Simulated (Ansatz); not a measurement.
**F5H3NW with multiplicity 2: a nudged elastic band in two tries**

The task is a band of images between two relaxed ends.

All numbers below are computed with Ansatz 0.2.0 (UHF/def2-SVP).

### 1 The starting structure

Bond lengths: W1–H2 1.666 Å, W1–F3 1.865 Å, W1–F4 1.853 Å, W1–F5 1.888 Å, W1–F6 1.859 Å, W1–F7 1.852 Å, W1–N8 2.254 Å, N8–H9 1.012 Å, N8–H10 1.012 Å. Angles (14 of 24 angles, heavy atoms first): F3–W1–F4 81.6°, F3–W1–F5 145.8°, F3–W1–F6 116.6°, F3–W1–F7 78.8°, F3–W1–N8 132.5°, F4–W1–F5 82.9°, F4–W1–F6 151.7°, F4–W1–F7 123.5°, F4–W1–N8 76.0°, F5–W1–F6 90.5°, F5–W1–F7 84.7°, F5–W1–N8 71.6°, F6–W1–F7 82.9°, F6–W1–N8 75.8°.

Structure file:

```xyz
10

W     0.1084    0.0366    0.4015
H     1.4410   -0.3248    1.3332
F     1.6028    0.5148   -0.6070
F     0.2361    1.8090    0.9279
F    -1.7346    0.3247    0.6955
F    -0.0987   -1.7719    0.7785
F    -0.4190   -0.4905   -1.2939
N    -0.2746   -0.0263    2.6215
H    -0.4944   -0.8771    3.1228
H    -0.3671    0.8056    3.1899
```

### 2 First try

File input.yaml:

```yaml
crystal:
  periodic: [false, false, false]
  atoms:
    - { symbol: W, position_ang: [0.10842, 0.036553, 0.401548] }
    - { symbol: H, position_ang: [1.440978, -0.324838, 1.333215] }
    - { symbol: F, position_ang: [1.602825, 0.51482, -0.607016] }
    - { symbol: F, position_ang: [0.236116, 1.80897, 0.927886] }
    - { symbol: F, position_ang: [-1.734557, 0.324709, 0.695472] }
    - { symbol: F, position_ang: [-0.098717, -1.771855, 0.778515] }
    - { symbol: F, position_ang: [-0.419032, -0.490544, -1.293857] }
    - { symbol: "N", position_ang: [-0.274586, -0.026324, 2.621516] }
    - { symbol: H, position_ang: [-0.494371, -0.877114, 3.122841] }
    - { symbol: H, position_ang: [-0.367075, 0.805623, 3.189879] }
magnetization:
  spin_polarized: true
  initial_magnetization: 1
basis:
  gaussian: { orbitals: def2-SVP }
hamiltonian:
  xc: hf
neb:
  order_check: false
  images: 5
  f_tol: 0.03
  max_iterations: 8
  final_atoms:
    - { symbol: W, position_ang: [-0.12258587, -0.04083784, 0.21921757] }
    - { symbol: H, position_ang: [0.02226098, 0.9922173, 2.8057247] }
    - { symbol: F, position_ang: [1.71537759, -0.13280741, 0.27280431] }
    - { symbol: F, position_ang: [-0.01453624, 1.84914942, 0.20637676] }
    - { symbol: F, position_ang: [-1.87171511, 0.07336833, 0.78314281] }
    - { symbol: F, position_ang: [-0.20831856, -1.92571129, 0.36496478] }
    - { symbol: F, position_ang: [-0.39849513, -0.10729269, -1.61661133] }
    - { symbol: "N", position_ang: [0.18705822, 0.05562868, 2.46310147] }
    - { symbol: H, position_ang: [-0.43984414, -0.56444163, 2.95594638] }
  initial_path: idpp
```

Launch:

```
$ ansatz run input.yaml --threads 4 --pin off --max-ram 5120MiB --backend cpu --events-out ev --progress --plain --runs-dir out
```

Q: Predict the outcome of this session. Wanted: first try.

As calculated:

| quantity | value |
| --- | --- |
| first try | refused |
| cause | the second end lists one atom fewer than the first |

In words: The fault in the first input was caught at the input check and cost nothing.
